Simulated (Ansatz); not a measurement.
# BFH2OS: the cost of one run

Method: PBE0-D4, def2-SVP first, then def2-TZVP; program: Ansatz 0.2.0, Gaussian basis.

114 further runs of the same task are left out: 114 set aside as unsound or not needed.

**1. The starting structure**

The guess: 6 atoms, charge 0, spin multiplicity 1.

Atoms are counted from 1 here; the program's logs count them from 0.

Bond lengths: B1–O3 1.277 Å, B1–F5 1.293 Å, S2–H6 1.330 Å. Angles: O3–B1–F5 139.0°.

Geometry (Å):

| atom | x (Å) | y (Å) | z (Å) |
| --- | --- | --- | --- |
| B1 | -0.76840 | -0.33610 | -0.22680 |
| S2 | 0.64540 | 0.79770 | 1.02870 |
| O3 | -0.28880 | 0.05290 | -1.34400 |
| H4 | 0.58420 | 0.78060 | -0.76570 |
| F5 | -1.70740 | -1.10620 | 0.21740 |
| H6 | 1.53500 | -0.18890 | 1.09040 |

Distances that are to change: S2–H4 1.80 Å, B1–S2 2.20 Å, O3–H4 1.28 Å.

**2. Constrained relaxation of the guess**

hold/in.yaml reads:

```yaml
crystal:
  periodic: [false, false, false]
  atoms:
    - {symbol: B, position_ang: [-0.768400, -0.336100, -0.226800]}
    - {symbol: S, position_ang: [0.645400, 0.797700, 1.028700]}
    - {symbol: O, position_ang: [-0.288800, 0.052900, -1.344000]}
    - {symbol: H, position_ang: [0.584200, 0.780600, -0.765700]}
    - {symbol: F, position_ang: [-1.707400, -1.106200, 0.217400]}
    - {symbol: H, position_ang: [1.535000, -0.188900, 1.090400]}
basis:
  gaussian: {orbitals: def2-SVP}
hamiltonian: {xc: pbe0, dispersion: d4}
relax: {f_tol: 0.08, max_steps: 120, escape_saddle: false, constraints: [{distance: [1, 3]}, {distance: [0, 1]}, {distance: [2, 3]}]}
```

On the command line:

```console
$ ansatz run in.yaml --threads 2 --pin off --events-out ev --progress --plain --max-ram 4352MiB
```

**Question.** How long does this run take on 2 threads of Arm Neoverse V2, shared host?

About 8 s.
